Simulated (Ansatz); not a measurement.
**C₂H₇AlO₂: small, medium and large basis sets**

An exercise on one series of results from a longer session: the logs are not shown, and one member is left open.

Program: Ansatz 0.2.0, Gaussian basis. Level of theory: one geometry, several basis sets. These are calculated values, not measurements.

Levels to be run: PBE0-D4/def2-SVP; ωB97M-V/def2-SVP; PBE0-D4/def2-QZVPP; ωB97M-V/def2-QZVPP; the functionals' def2-TZVPP values are taken from earlier runs.

**The geometry**

All runs share one geometry, relaxed beforehand with PBE0-D4 in a triple-zeta def2 set.

SMILES `CC(O)[O][AlH2]`, 12 atoms, charge 0, spin multiplicity 1.

Atoms are counted from 1 here; the program's logs count them from 0.

Bond lengths: C1–C2 1.507 Å, C1–H6 1.092 Å, C1–H7 1.091 Å, C1–H8 1.090 Å, C2–O3 1.410 Å, C2–O4 1.391 Å, C2–H9 1.100 Å, O3–H10 0.962 Å, O4–Al5 1.697 Å, Al5–H11 1.585 Å, Al5–H12 1.577 Å. Angles: C2–C1–H6 109.4°, C2–C1–H7 110.5°, C2–C1–H8 109.8°, H6–C1–H7 108.9°, H6–C1–H8 108.9°, H7–C1–H8 109.4°, C1–C2–O3 107.4°, C1–C2–O4 110.2°, C1–C2–H9 110.3°, O3–C2–O4 111.4°, O3–C2–H9 109.4°, O4–C2–H9 108.1°, C2–O3–H10 108.9°, C2–O4–Al5 130.2°, O4–Al5–H11 120.4°, O4–Al5–H12 115.8°, H11–Al5–H12 123.6°.

The first run:

File in.yaml:

```yaml
crystal:
  periodic: [false, false, false]
  atoms:
    - {symbol: C, position_ang: [-1.496540, 0.866075, -0.269894]}
    - {symbol: C, position_ang: [-0.586935, -0.308557, -0.015981]}
    - {symbol: O, position_ang: [-0.312177, -0.336757, 1.366700]}
    - {symbol: O, position_ang: [0.579292, -0.184385, -0.763854]}
    - {symbol: Al, position_ang: [2.203608, -0.313499, -0.291100]}
    - {symbol: H, position_ang: [-1.008952, 1.781894, 0.070715]}
    - {symbol: H, position_ang: [-2.436400, 0.744026, 0.270094]}
    - {symbol: H, position_ang: [-1.700245, 0.951339, -1.337367]}
    - {symbol: H, position_ang: [-1.083149, -1.245615, -0.309236]}
    - {symbol: H, position_ang: [0.061398, -1.193387, 1.593414]}
    - {symbol: H, position_ang: [2.604509, -1.191296, 0.966129]}
    - {symbol: H, position_ang: [3.252591, 0.375061, -1.245518]}
basis:
  gaussian: {orbitals: def2-SVP}
hamiltonian: {xc: pbe0, dispersion: d4}
output: {orbitals: {seedname: orbitals}}
```

Steps of the session up to this table: PBE0-D4 in def2-SVP; ωB97M-V in def2-SVP; PBE0-D4 in def2-QZVPP; ωB97M-V in def2-QZVPP.

One table of the session follows, with a row left open; its other results are not shown here.

It belongs to the step «Functionals by basis». 

```
functional       basis  HOMO (eV)
   PBE0-D4    def2-SVP      -7.94
   PBE0-D4  def2-TZVPP          ?
   PBE0-D4  def2-QZVPP      -8.04
   ωB97M-V    def2-SVP     -10.24
   ωB97M-V  def2-TZVPP     -10.36
   ωB97M-V  def2-QZVPP     -10.38
```

Estimate the missing values for PBE0-D4, def2-TZVPP.

As computed: HOMO (eV): -8.01. In the column «HOMO (eV)» it lies between PBE0-D4, def2-QZVPP (-8.04) and PBE0-D4, def2-SVP (-7.94).
